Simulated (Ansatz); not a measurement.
**Mg3Zn5O8: band edges up the ladder**

An exercise on one series of results from a longer session: the logs are not shown, and one member is left open.

Computed with Ansatz 0.2.0 (DFT PBEsol, scalar-relativistic, plane waves, PAW, unless a step's input says otherwise).

That is the level of the relaxation; later steps name their own.

### The structure to begin with

Symmetry: Cm, No. 8, monoclinic system. The conventional cell has a = 11.245 Å, b = 6.492 Å, c = 5.200 Å, α = 90.00°, β = 90.00°, γ = 90.00°. Around Mg (site symmetry 1) lie 4 O at 1.97 to 1.98 Å. Around Zn (site symmetry m) lie 4 O at 1.97 to 1.98 Å. Around Mg (site symmetry m) lie 4 O at 1.97 to 1.98 Å. Zn (site symmetry 1) is surrounded by 4 O at 1.97 to 1.98 Å. O (site symmetry m) has 3 Mg at 1.97 to 1.98 Å and 1 Zn at 1.98 Å as nearest neighbours. Around O (site symmetry m) lie 2 Zn at 1.97 to 1.98 Å and 2 Mg at 1.98 Å. Only part of the 12 independent sites is listed.

Structure file:

```
CELL_PARAMETERS angstrom
0.00000 0.00000 -5.20046
3.24603 5.62229 0.00000
3.24603 -5.62229 0.00000
ATOMIC_POSITIONS crystal
Mg 0.50000 0.16667 0.33333
Mg 0.50000 0.16667 0.83333
Zn 0.50000 0.66667 0.33333
Zn 0.50000 0.66667 0.83333
Mg 0.00000 0.33333 0.66667
Zn 0.00000 0.33333 0.16667
Zn 0.00000 0.83333 0.66667
Zn 0.00000 0.83333 0.16667
O 0.62099 0.33333 0.66667
O 0.62099 0.33333 0.16667
O 0.62099 0.83333 0.66667
O 0.62099 0.83333 0.16667
O 0.12099 0.16667 0.33333
O 0.12099 0.16667 0.83333
O 0.12099 0.66667 0.33333
O 0.12099 0.66667 0.83333
```

The first run:

(A quick probe on a coarse mesh, which set the mesh and smearing, is not shown.)

input.yaml reads:

```yaml
crystal:
  lattice:
    - [0.0, 0.0, -5.20046293]
    - [3.2460335, 5.62229495, 0.0]
    - [3.2460335, -5.62229495, 0.0]
  atoms:
    - { symbol: Mg, position: [0.5, 0.16666667, 0.33333333] }
    - { symbol: Mg, position: [0.5, 0.16666667, 0.83333333] }
    - { symbol: Zn, position: [0.5, 0.66666667, 0.33333333] }
    - { symbol: Zn, position: [0.5, 0.66666667, 0.83333333] }
    - { symbol: Mg, position: [0.0, 0.33333333, 0.66666667] }
    - { symbol: Zn, position: [0.0, 0.33333333, 0.16666667] }
    - { symbol: Zn, position: [0.0, 0.83333333, 0.66666667] }
    - { symbol: Zn, position: [0.0, 0.83333333, 0.16666667] }
    - { symbol: O, position: [0.62099, 0.33333333, 0.66666667] }
    - { symbol: O, position: [0.62099, 0.33333333, 0.16666667] }
    - { symbol: O, position: [0.62099, 0.83333333, 0.66666667] }
    - { symbol: O, position: [0.62099, 0.83333333, 0.16666667] }
    - { symbol: O, position: [0.12099, 0.16666667, 0.33333333] }
    - { symbol: O, position: [0.12099, 0.16666667, 0.83333333] }
    - { symbol: O, position: [0.12099, 0.66666667, 0.33333333] }
    - { symbol: O, position: [0.12099, 0.66666667, 0.83333333] }
basis:
  ecutwfc: 420
kpoints:
  mp_grid: { grid: [6, 6, 6] }
hamiltonian:
  xc: pbesol
scf:
  occupations: { method: gaussian, width: 0.02 }
output:
  forces: true
  stress: true
  eigenvalues: true
relax:
  adjacent_minimum: "off"
  f_tol: 0.005
  max_steps: 80
  cell: { stress_tol: 0.05 }
```

On the command line:

```bash
$ ansatz run input.yaml --threads 4 --pin off --max-ram 10240MiB --backend cpu --events-out ev --progress --plain --runs-dir out
```

Among the steps run: Relaxing cell and atoms; Band edges over the whole zone; The run at PBEsol; Levels with PBEsol on the hybrid's mesh; Levels with HSE06; Levels with r2SCAN.

One of the session's tables, all rows but one given; the rest of the session is left out.

```
                      level  gap (eV)  least direct gap (eV)
                     PBEsol      1.53                   1.53
PBEsol on the hybrid's mesh      1.53                   1.53
                      HSE06      3.34                   3.34
                     r2SCAN         ?                      ?
```

Q: Estimate the row for r2SCAN from the others.

The run gave: gap (eV): 2.11; least direct gap (eV): 2.11. In the column «gap (eV)» it lies between PBEsol on the hybrid's mesh (1.53) and HSE06 (3.34).

Gaps are by band count over the mesh and the named points; a gap of 0 means that the bands overlap or touch.
